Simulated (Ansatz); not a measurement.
# C2H2BClO: up Jacob's ladder to CCSD(T)

The task here is to estimate one member of a computed series from the others.

The runs use Ansatz 0.2.0, Gaussian basis; functionals in def2-TZVPP, the program's frozen cores in correlated methods.

Levels to be run: LDA (SPW92), PBE-D4, revPBE-D4, BLYP-D4, r2SCAN-D4, B97M-V, PBE0-D4, B3LYP-D4, r2SCANh-D4, r2SCAN0-D4, HSE06-D4, BHLYP-D4, CAM-B3LYP-D4, LC-ωPBE, ωB97X-V, ωB97M-V, B2PLYP, PBE-QIDH; CCSD(T)/def2-SVP; CCSD(T)/def2-TZVPP; MP2/def2-QZVPP; extrapolation to the limit; RPA on PBE.

## The geometry

All runs share one geometry, relaxed beforehand with PBE0-D4 in a triple-zeta def2 set.

7 atoms, charge 0, spin multiplicity 1.

Atoms are counted from 1 here; the program's logs count them from 0.

Bond lengths: Cl1–B2 1.743 Å, B2–C3 1.443 Å, B2–H6 1.199 Å, C3–C4 1.341 Å, C4–O5 1.253 Å, C4–H7 1.093 Å. Angles: Cl1–B2–C3 125.9°, Cl1–B2–H6 121.2°, C3–B2–H6 112.9°, B2–C3–C4 175.1°, C3–C4–O5 97.1°, C3–C4–H7 135.4°, O5–C4–H7 127.6°.

As a file:

```
Cl   -2.10626    0.56375    1.46876
B    -0.61428   -0.27165    1.13047
C     0.19507   -0.11088   -0.05355
C     0.86913    0.11513   -1.19055
O     0.08095    0.96208   -1.67094
H    -0.15753   -1.06557    1.90385
H     1.79422   -0.26085   -1.63373
```

Set-up of the first run:

Contents of in.yaml:

```yaml
crystal:
  periodic: [false, false, false]
  atoms:
    - {symbol: Cl, position_ang: [-2.106260, 0.563748, 1.468756]}
    - {symbol: B, position_ang: [-0.614277, -0.271652, 1.130471]}
    - {symbol: C, position_ang: [0.195073, -0.110885, -0.053550]}
    - {symbol: C, position_ang: [0.869131, 0.115131, -1.190546]}
    - {symbol: O, position_ang: [0.080945, 0.962080, -1.670944]}
    - {symbol: H, position_ang: [-0.157531, -1.065572, 1.903847]}
    - {symbol: H, position_ang: [1.794218, -0.260851, -1.633735]}
basis:
  gaussian: {orbitals: def2-TZVPP}
hamiltonian: {xc: lda}
output: {orbitals: {seedname: orbitals}}
```

The run is started by

```
$ ansatz run in.yaml --threads 2 --pin off --events-out ev --progress --plain --max-ram 4352MiB
```

Among the steps run: LDA; PBE-D4 (GGA); revPBE-D4 (GGA); BLYP-D4 (GGA); r2SCAN-D4 (meta-GGA); B97M-V (meta-GGA); PBE0-D4 (hybrid); B3LYP-D4 (hybrid); r2SCANh-D4 (hybrid); r2SCAN0-D4 (hybrid); HSE06-D4 (hybrid); BHLYP-D4 (hybrid); CAM-B3LYP-D4 (range-separated); LC-ωPBE (range-separated); ωB97X-V (range-separated); ωB97M-V (range-separated); B2PLYP (double hybrid); PBE-QIDH (double hybrid).

One table of the session follows, with a row left open; its other results are not shown here.

It belongs to the step «Orbital energies across the functionals». 

| functional | HOMO (eV) | LUMO (eV) | gap (eV) |
| --- | --- | --- | --- |
| LDA (SPW92) | -6.49 | -4.25 | 2.25 |
| PBE-D4 | -6.31 | -3.98 | 2.33 |
| revPBE-D4 | -6.24 | -3.87 | 2.36 |
| BLYP-D4 | -6.16 | -3.81 | 2.35 |
| r2SCAN-D4 | -6.53 | -3.75 | 2.78 |
| B97M-V | -6.58 | -3.59 | 2.98 |
| PBE0-D4 | -7.48 | -2.94 | 4.54 |
| B3LYP-D4 | -7.27 | -3.16 | 4.11 |
| r2SCANh-D4 | -6.97 | -3.37 | 3.60 |
| r2SCAN0-D4 | -7.64 | -2.80 | 4.84 |
| HSE06-D4 | -7.08 | -3.33 | 3.76 |
| BHLYP-D4 | -8.57 | -1.70 | 6.87 |
| CAM-B3LYP-D4 | -8.79 | -1.74 | 7.05 |
| LC-ωPBE | ? | ? | ? |
| ωB97X-V | -9.74 | -0.59 | 9.15 |
| ωB97M-V | -9.63 | -0.69 | 8.94 |

Q: Estimate the row for LC-ωPBE from the others.

As computed: HOMO (eV): -10.10; LUMO (eV): -0.55; gap (eV): 9.55. In the column «HOMO (eV)» it is the lowest.
